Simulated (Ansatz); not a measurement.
# C₂H₈AlClS: one species, many methods

Aim: compute C₂H₈AlClS with functionals from several rungs and with coupled cluster, and see how far each lands from CCSD(T) at the basis-set limit for the atomisation energy.

The runs use Ansatz 0.2.0, Gaussian basis; functionals in def2-TZVPP, the program's frozen cores in correlated methods.

Levels to be run: LDA (SPW92), PBE-D4, revPBE-D4, BLYP-D4, r2SCAN-D4, B97M-V, PBE0-D4, B3LYP-D4, r2SCANh-D4, r2SCAN0-D4, HSE06-D4, BHLYP-D4, CAM-B3LYP-D4, LC-ωPBE, ωB97X-V, ωB97M-V, B2PLYP, PBE-QIDH; CCSD(T)/def2-SVP; CCSD(T)/def2-TZVPP; MP2/def2-QZVPP; extrapolation to the limit; RPA on PBE.

### Step 1. Structure used throughout

An earlier PBE0-D4 in a triple-zeta def2 set relaxation fixed the geometry.

SMILES `[CH3][Al-]([CH3])([SH2+])[Cl]`, 13 atoms, charge 0, spin multiplicity 1.

Atoms are counted from 1 here; the program's logs count them from 0.

Bond lengths: C1–Al2 1.956 Å, C1–H6 1.095 Å, C1–H7 1.094 Å, C1–H8 1.095 Å, Al2–C3 1.953 Å, Al2–S4 2.567 Å, Al2–Cl5 2.149 Å, C3–H9 1.095 Å, C3–H10 1.095 Å, C3–H11 1.093 Å, S4–H12 1.343 Å, S4–H13 1.345 Å. Angles: Al2–C1–H6 112.3°, Al2–C1–H7 112.5°, Al2–C1–H8 110.2°, H6–C1–H7 108.1°, H6–C1–H8 106.8°, H7–C1–H8 106.7°, C1–Al2–C3 123.1°, C1–Al2–S4 101.1°, C1–Al2–Cl5 115.1°, C3–Al2–S4 100.0°, C3–Al2–Cl5 116.1°, S4–Al2–Cl5 92.3°, Al2–C3–H9 110.4°, Al2–C3–H10 112.3°, Al2–C3–H11 112.1°, H9–C3–H10 106.8°, H9–C3–H11 107.0°, H10–C3–H11 108.0° and more.

Coordinates:

```xyz
13
C2H8AlClS
C    -1.6174   -0.6033   -0.4357
Al    0.1246    0.2831   -0.5220
C     1.8177   -0.6899   -0.5389
S     0.2500    1.3580    1.8063
Cl    0.1251    2.1964   -1.5007
H    -1.6370   -1.4091    0.3054
H    -2.4298    0.0913   -0.2032
H    -1.8586   -1.0576   -1.4028
H     1.9723   -1.1690   -1.5116
H     1.8473   -1.4846    0.2136
H     2.6733   -0.0308   -0.3684
H    -0.8770    2.0705    1.6411
H    -0.3700    0.4103    2.5318
```

### Step 2. LDA

This LDA is Slater exchange with PW92 correlation.

File in.yaml:

```yaml
crystal:
  periodic: [false, false, false]
  atoms:
    - {symbol: C, position_ang: [-1.617350, -0.603266, -0.435699]}
    - {symbol: Al, position_ang: [0.124554, 0.283056, -0.521964]}
    - {symbol: C, position_ang: [1.817652, -0.689870, -0.538942]}
    - {symbol: S, position_ang: [0.249950, 1.358022, 1.806255]}
    - {symbol: Cl, position_ang: [0.125071, 2.196448, -1.500686]}
    - {symbol: H, position_ang: [-1.636955, -1.409134, 0.305414]}
    - {symbol: H, position_ang: [-2.429764, 0.091316, -0.203206]}
    - {symbol: H, position_ang: [-1.858607, -1.057565, -1.402810]}
    - {symbol: H, position_ang: [1.972258, -1.169004, -1.511601]}
    - {symbol: H, position_ang: [1.847265, -1.484634, 0.213609]}
    - {symbol: H, position_ang: [2.673323, -0.030800, -0.368450]}
    - {symbol: H, position_ang: [-0.877019, 2.070497, 1.641054]}
    - {symbol: H, position_ang: [-0.369977, 0.410335, 2.531824]}
basis:
  gaussian: {orbitals: def2-TZVPP}
hamiltonian: {xc: lda}
output: {orbitals: {seedname: orbitals}}
```

On the command line:

```bash
ansatz run in.yaml --threads 4 --pin off --events-out ev --progress --plain --max-ram 10444MiB
```

Further steps of the session: PBE-D4 (GGA); revPBE-D4 (GGA); BLYP-D4 (GGA); r2SCAN-D4 (meta-GGA); B97M-V (meta-GGA); PBE0-D4 (hybrid); B3LYP-D4 (hybrid); r2SCANh-D4 (hybrid); r2SCAN0-D4 (hybrid); HSE06-D4 (hybrid); BHLYP-D4 (hybrid); CAM-B3LYP-D4 (range-separated); LC-ωPBE (range-separated); ωB97X-V (range-separated); ωB97M-V (range-separated); B2PLYP (double hybrid); PBE-QIDH (double hybrid); CCSD(T) in def2-SVP; CCSD(T) in def2-TZVPP; MP2 in def2-QZVPP; RPA on PBE orbitals.

Before running them: what should the planned runs give, taken together? Wanted: atomisation energy, CCSD(T)/CBS; farthest beyond LDA; mean size of error, GGA; mean size of error, meta-GGA; mean size of error, hybrid; mean size of error, range-separated; mean size of error, double hybrid; gap, smallest and largest; T1 diagnostic.

The runs gave:

| quantity | value |
| --- | --- |
| atomisation energy, CCSD(T)/CBS | 4422.3 kJ/mol |
| functionals within 22.1 kJ/mol (0.5 %) | PBE-D4, r2SCAN-D4, PBE0-D4, B3LYP-D4, r2SCANh-D4, HSE06-D4, CAM-B3LYP-D4, ωB97X-V, ωB97M-V |
| farthest beyond LDA | BHLYP-D4 (-97.5 kJ/mol) |
| mean size of error, GGA | 47.7 kJ/mol |
| mean size of error, meta-GGA | 18.9 kJ/mol |
| mean size of error, hybrid | 28.9 kJ/mol |
| mean size of error, range-separated | 18.7 kJ/mol |
| mean size of error, double hybrid | 51.9 kJ/mol |
| gap, smallest and largest | 4.44 eV (BLYP-D4), 11.90 eV (LC-ωPBE) |
| T1 diagnostic | 0.0092 |
| triples share of the correlation energy | 3.8 % |

The LDA atomisation energy is off by 518.3 kJ/mol (12 %): it overbinds. PBE-D4 is off by +21.2 kJ/mol. Double hybrids carry the basis error of their MP2 part in triple zeta, and no dispersion term here, so their miss is partly the set-up's. The rungs range-separated, meta-GGA miss on average by less than the doubt on the reference (22.1 kJ/mol), so they tie. The reference freezes the cores and leaves out relativity and excitations past (T), so misses under about 22.1 kJ/mol can't be ranked. Hartree-Fock recovers 76 % of the binding; the rest is correlation. CCSD(T) in def2-SVP is off by -237.8 kJ/mol, so the small basis spoils what the method gains. Orbital gaps span 4.4 to 11.9 eV; exact exchange widens them.
